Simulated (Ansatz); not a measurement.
# BLYP/def2-SVP (core potential) run of C2H7InO (SMILES [CH3][In]([CH3])[OH])

What is the electronic atomisation energy of C2H7InO at BLYP/def2-SVP (core potential)? 

The results are computed with Ansatz 0.2.0.

30 further runs of the same task are left out: 30 set aside as unsound or not needed.

## (1) The system as given

C2H7InO: 11 atoms, total charge 0, spin state singlet. As SMILES, `[CH3][In]([CH3])[OH]`. The shape is that of a PBE0-D4/def2-TZVP optimisation.

Bond lengths: C1–In2 2.148 Å, In2–C3 2.138 Å, In2–O4 2.007 Å, C1–H5 1.090 Å, C1–H6 1.090 Å, C1–H7 1.092 Å, C3–H8 1.090 Å, C3–H9 1.091 Å, C3–H10 1.091 Å, O4–H11 0.959 Å. Some angles: C1–In2–C3 136.7°, C1–In2–O4 114.2°, C3–In2–O4 109.1°, In2–C1–H5 110.1°, In2–C1–H6 111.1°, In2–C1–H7 109.5°, In2–C3–H8 108.7°, In2–C3–H9 110.5°, In2–C3–H10 110.8°, In2–O4–H11 114.0°.

## (2) A single-point energy at BLYP/def2-SVP (core potential)

Contents of run.yaml:

```yaml
crystal:
  periodic: [false, false, false]
  atoms:
    - symbol: C
      position_ang: [-1.237900, 1.174600, -1.040300]
    - symbol: In
      position_ang: [0.014400, -0.256200, -0.041000]
    - symbol: C
      position_ang: [1.531800, -0.211200, 1.463900]
    - symbol: O
      position_ang: [-0.279600, -2.154900, -0.620200]
    - symbol: H
      position_ang: [-1.551200, 0.785300, -2.009500]
    - symbol: H
      position_ang: [-0.715300, 2.120700, -1.184200]
    - symbol: H
      position_ang: [-2.128400, 1.363200, -0.437100]
    - symbol: H
      position_ang: [1.929400, -1.218000, 1.588800]
    - symbol: H
      position_ang: [1.117400, 0.131700, 2.413400]
    - symbol: H
      position_ang: [2.339100, 0.465700, 1.180700]
    - symbol: H
      position_ang: [-0.954500, -2.257800, -1.293900]
basis:
  gaussian: {orbitals: def2-SVP}
hamiltonian: {xc: {name: BLYP}}
accuracy: high
output: {orbitals: {seedname: orbitals}}
```

Command:

```sh
$ ansatz run run.yaml --threads 1 --pin off --max-ram 2610MiB --events-out events.jsonl --progress --plain --runs-dir runs
```

Standard output:

```text
Warning: RAYON_NUM_THREADS=1 ignored (pool sized by the plan → 1); use --threads N
Functional definition: BLYP
  name "BLYP"
  parameter beta = 0.0042
  parameter a = 0.04918
  parameter b = 0.132
  parameter c = 0.2533
  parameter d = 0.349
  exchange = b88_x(beta = beta)
  correlation = lyp_c(a = a, b = b, c = c, d = d)
2550 factors; integrals over basis functions are off by at most 1.5e-8 eV
mean field evaluation 1: about -9378.9947 eV, gradient 1.0e2 eV
mean field evaluation 2: about -9270.2365 eV, gradient 2.0e2 eV
mean field evaluation 4: about -9402.1611 eV, gradient 1.2e1 eV
mean field evaluation 8: about -9402.6431 eV, gradient 6.4e-1 eV
mean field evaluation 16: about -9402.6399 eV, gradient 3.7e-5 eV
mean field -9402.63993859 eV, -345.5406444048 hartree, gradient 4.0e-8 eV, S^2 0.000000; 0 other end points of the search recorded, 0 dependent functions left out
reference -9402.64000360 eV, -345.5406467940 hartree; 24, 24 occupied and 79, 79 virtual orbitals, 2550 factors
Total energy: -9402.64000360 eV, -345.5406467940 hartree
```

Wall time 8.4 s (1 thread of Arm Neoverse V2, shared host); peak memory 0.32 GiB.

## (3) The C atom

Contents of run.yaml:

```yaml
crystal:
  periodic: [false, false, false]
  atoms:
    - {symbol: C, position_ang: [0.000000, 0.000000, 0.000000]}
basis:
  gaussian: {orbitals: def2-SVP}
hamiltonian: {xc: {name: BLYP}}
magnetization: {spin_polarized: true, initial_magnetization: 2}
accuracy: high
```

Run the same way, it converges to -37.80070 Eh (log not shown).

## (4) The H atom at the same level

Contents of run.yaml:

```yaml
crystal:
  periodic: [false, false, false]
  atoms:
    - {symbol: H, position_ang: [0.000000, 0.000000, 0.000000]}
basis:
  gaussian:
    orbitals: def2-SVP
magnetization:
  spin_polarized: true
  initial_magnetization: 1
hamiltonian:
  xc: {name: BLYP}
accuracy: high
```

Run the same way, it converges to -0.49640 Eh (log not shown).

## (5) The In atom, same level

Contents of run.yaml:

```yaml
crystal:
  periodic: [false, false, false]
  atoms:
    - symbol: In
      position_ang: [0.000000, 0.000000, 0.000000]
basis:
  gaussian: {orbitals: def2-SVP}
magnetization: {spin_polarized: true, initial_magnetization: 1}
hamiltonian: {xc: {name: BLYP}}
accuracy: high
```

Command:

```sh
$ ansatz run run.yaml --threads 1 --pin off --max-ram 2610MiB --events-out events.jsonl --progress --plain --runs-dir runs
```

Standard output:

```text
Warning: RAYON_NUM_THREADS=1 ignored (pool sized by the plan → 1); use --threads N
Functional definition: BLYP
  name "BLYP"
  parameter beta = 0.0042
  parameter a = 0.04918
  parameter b = 0.132
  parameter c = 0.2533
  parameter d = 0.349
  exchange = b88_x(beta = beta)
  correlation = lyp_c(a = a, b = b, c = c, d = d)
230 factors; integrals over basis functions are off by at most 1.2e-9 eV
mean field evaluation 1: about -5172.1640 eV, gradient 2.7e0 eV
mean field evaluation 2: about -5172.2036 eV, gradient 1.1e0 eV
mean field evaluation 4: about -5172.2051 eV, gradient 2.2e-1 eV
mean field evaluation 8: about -5172.2053 eV, gradient 1.3e-5 eV
mean field evaluation 16: about -5172.2090 eV, gradient 2.7e-2 eV
mean field evaluation 32: about -5172.2053 eV, gradient 4.3e-8 eV
mean field -5172.20533094 eV, -190.0750400653 hartree, gradient 4.3e-8 eV, S^2 0.750991; 1 other end points of the search recorded, 0 dependent functions left out
reference -5172.20536079 eV, -190.0750411623 hartree; 11, 10 occupied and 15, 16 virtual orbitals, 230 factors
Total energy: -5172.20536079 eV, -190.0750411623 hartree
```

Wall time 1.5 s (1 thread of Arm Neoverse V2, shared host); peak memory 0.1 GiB.

## (6) The O atom, same level

Contents of molecule.yaml:

```yaml
crystal:
  periodic: [false, false, false]
  atoms:
    - {symbol: O, position_ang: [0.000000, 0.000000, 0.000000]}
basis:
  gaussian:
    orbitals: def2-SVP
magnetization:
  spin_polarized: true
  initial_magnetization: 2
hamiltonian:
  xc: {name: BLYP}
accuracy: high
```

Command:

```sh
$ ansatz run molecule.yaml --threads 1 --pin off --max-ram 2610MiB --events-out events.jsonl --progress --plain --runs-dir runs
```

Standard output:

```text
Warning: RAYON_NUM_THREADS=1 ignored (pool sized by the plan → 1); use --threads N
Functional definition: BLYP
  name "BLYP"
  parameter beta = 0.0042
  parameter a = 0.04918
  parameter b = 0.132
  parameter c = 0.2533
  parameter d = 0.349
  exchange = b88_x(beta = beta)
  correlation = lyp_c(a = a, b = b, c = c, d = d)
95 factors; integrals over basis functions are off by at most 1.3e-9 eV
mean field evaluation 1: about -2040.3007 eV, gradient 7.7e0 eV
mean field evaluation 2: about -2040.3477 eV, gradient 6.8e0 eV
mean field evaluation 4: about -2040.5220 eV, gradient 3.9e-1 eV
mean field evaluation 8: about -2040.5226 eV, gradient 8.2e-4 eV
mean field evaluation 16: about -2040.3908 eV, gradient 6.0e0 eV
mean field evaluation 32: about -2040.5226 eV, gradient 4.5e-5 eV
mean field -2040.52257700 eV, -74.9878215890 hartree, gradient 3.3e-9 eV, S^2 2.001887; 2 other end points of the search recorded, 0 dependent functions left out
reference -2040.52259233 eV, -74.9878221524 hartree; 5, 3 occupied and 9, 11 virtual orbitals, 95 factors
Total energy: -2040.52259233 eV, -74.9878221524 hartree
```

Run time: 0.4 s. Hardware: 1 thread of Arm Neoverse V2, shared host.

## (7) Results

At BLYP/def2-SVP (core potential):

```
                     quantity          value
       molecule: total energy  -345.54065 Eh
        molecule: HOMO energy       -5.81 eV
        molecule: LUMO energy       -1.20 eV
      molecule: HOMO–LUMO gap        4.61 eV
         C atom: total energy   -37.80070 Eh
                 C atom: ⟨S²⟩          2.002
         H atom: total energy    -0.49640 Eh
                 H atom: ⟨S²⟩          0.750
        In atom: total energy  -190.07504 Eh
                In atom: ⟨S²⟩          0.751
         O atom: total energy   -74.98782 Eh
                 O atom: ⟨S²⟩          2.002
electronic atomisation energy      38.138 eV
```

**Reading.** Taking the molecule apart into free atoms costs 38.14 eV (3680 kJ/mol), before zero-point energy and without spin-orbit coupling.
